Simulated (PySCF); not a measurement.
# How the numerical set-up moves the result for InC (quartet)

Aim: see how much the energy and properties of InC (quartet) depend on the numerical set-up.

Program: PySCF 2.14.0. Level of theory: each script names its method and basis. These are calculated values, not measurements.

1 further run of the same task is left out (for a known fault of the program).

### 1 The starting structure

InC (quartet): 2 atoms, charge 0, spin multiplicity 4.

Bond lengths: In1–C2 1.890 Å.

### 2 Base script

File input.py:

```python
from pyscf import gto, scf, mp

mol = gto.M(
    atom='In 0 0 0; C 0 0 1.89',
    basis='sto-3g',
    charge=0,
    spin=3,
    verbose=4,
)
mf = scf.UHF(mol)
mf.kernel()
mp.MP2(mf, frozen=19).kernel()
mf.dip_moment()
print('orbital energies (hartree):', [e[max(0, n-3):n+3].round(4) for e, n in zip(mf.mo_energy, mol.nelec)])
```

On the command line:

```sh
> OMP_NUM_THREADS=1 python input.py
```

The log of this run is left out.

Base result: E(SCF) = -5720.113449 Eh, 11 cycles, E(MP2) − E(SCF) = -0.03441 Eh, ⟨S²⟩ = 3.758, μ = 0.13 D (of the SCF density).

No relativity is included for the heavy element. The bond length is a typed value, not an optimised one. The quartet is typed in the script; nothing here shows that it is the ground state.

### 3 Density fitting weigend

Run 1 changes density fitting: none → weigend.

File input.py:

```python
from pyscf import gto, scf, mp

mol = gto.M(
    atom='In 0 0 0; C 0 0 1.89',
    basis='sto-3g',
    charge=0,
    spin=3,
    verbose=4,
)
mf = scf.UHF(mol)
mf = mf.density_fit(auxbasis='weigend')
mf.kernel()
mp.MP2(mf, frozen=19).kernel()
mf.dip_moment()
print('orbital energies (hartree):', [e[max(0, n-3):n+3].round(4) for e, n in zip(mf.mo_energy, mol.nelec)])
```

On the command line:

```sh
> OMP_NUM_THREADS=1 python input.py
```

### 4 Lanl2dz (core potential on)

Run 2 changes basis set: sto-3g → lanl2dz; core potential: off → on; frozen orbitals: 19 → 1. The core potential changes with it: totals don't compare.

Edit input.py of step 2 so:

```diff
@@ -4,3 +4,4 @@
     atom='In 0 0 0; C 0 0 1.89',
-    basis='sto-3g',
+    basis='lanl2dz',
+    ecp={'In': 'lanl2dz'},
     charge=0,
@@ -11,3 +12,3 @@
 mf.kernel()
-mp.MP2(mf, frozen=19).kernel()
+mp.MP2(mf, frozen=1).kernel()
 mf.dip_moment()
```

### 5 Spin-free X2C on

Run 3 changes spin-free X2C: off → on.

Edit input.py of step 2 so:

```diff
@@ -10,2 +10,3 @@
 mf = scf.UHF(mol)
+mf = mf.sfx2c1e()
 mf.kernel()
```

### 6 Def2-svp (core potential on)

Run 4 changes basis set: sto-3g → def2-svp; core potential: off → on; frozen orbitals: 19 → 5. The core potential changes with it: totals don't compare.

Edit input.py of step 2 so:

```diff
@@ -4,3 +4,4 @@
     atom='In 0 0 0; C 0 0 1.89',
-    basis='sto-3g',
+    basis='def2-svp',
+    ecp={'In': 'def2-svp'},
     charge=0,
@@ -11,3 +12,3 @@
 mf.kernel()
-mp.MP2(mf, frozen=19).kernel()
+mp.MP2(mf, frozen=5).kernel()
 mf.dip_moment()
```

### 7 Density fitting auto

Run 5 changes density fitting: none → auto.

Edit input.py of step 2 so:

```diff
@@ -10,2 +10,3 @@
 mf = scf.UHF(mol)
+mf = mf.density_fit()
 mf.kernel()
```

### 8 Def2-svpd (core potential on)

Run 6 changes basis set: sto-3g → def2-svpd; core potential: off → on; frozen orbitals: 19 → 5. The core potential changes with it: totals don't compare.

Edit input.py of step 2 so:

```diff
@@ -4,3 +4,4 @@
     atom='In 0 0 0; C 0 0 1.89',
-    basis='sto-3g',
+    basis='def2-svpd',
+    ecp={'In': 'def2-svpd'},
     charge=0,
@@ -11,3 +12,3 @@
 mf.kernel()
-mp.MP2(mf, frozen=19).kernel()
+mp.MP2(mf, frozen=5).kernel()
 mf.dip_moment()
```

**Question.** What will these runs give? Wanted: for each run, E(SCF); from base; gap, α spin; SCF dipole; after the SCF.

The runs gave:

```csv
run,E(SCF) (hartree),from base (eV),cycles,"gap, α spin (eV)",SCF dipole (D),functions,after the SCF
base,-5720.113449,0,11,10.94,0.13,32,"MP2 correlation -0.936 eV, core frozen"
density fitting weigend (poor choice),-5788.100521,not comparable,18,11.49,2.04,32,"MP2 correlation -3.723 eV, core frozen"
lanl2dz (core potential on),-39.513354,not comparable,12,9.17,0.79,17,"MP2 correlation -1.371 eV, core frozen"
spin-free X2C on,-5816.325455,-2618.0621,12,11.06,0.13,32,"MP2 correlation -0.941 eV, core frozen"
def2-svp (core potential on),-226.888362,not comparable,14,9.31,0.36,40,"MP2 correlation -3.424 eV, core frozen"
density fitting auto,-5798.626680,-2136.4539,13,10.87,0.20,32,"MP2 correlation -1.078 eV, core frozen"
def2-svpd (core potential on),-226.889772,not comparable,14,9.26,0.41,52,"MP2 correlation -3.635 eV, core frozen"
```

**Reading.** Of the runs whose energies can be compared, “spin-free X2C on” moves the SCF energy most (-2618.062 eV). Scalar relativity lowers the total energy by 2618.06 eV, nearly all of it in the inner shells; a basis contracted without relativity catches only part of it. Rows marked «poor choice» come from settings spoiled on purpose.
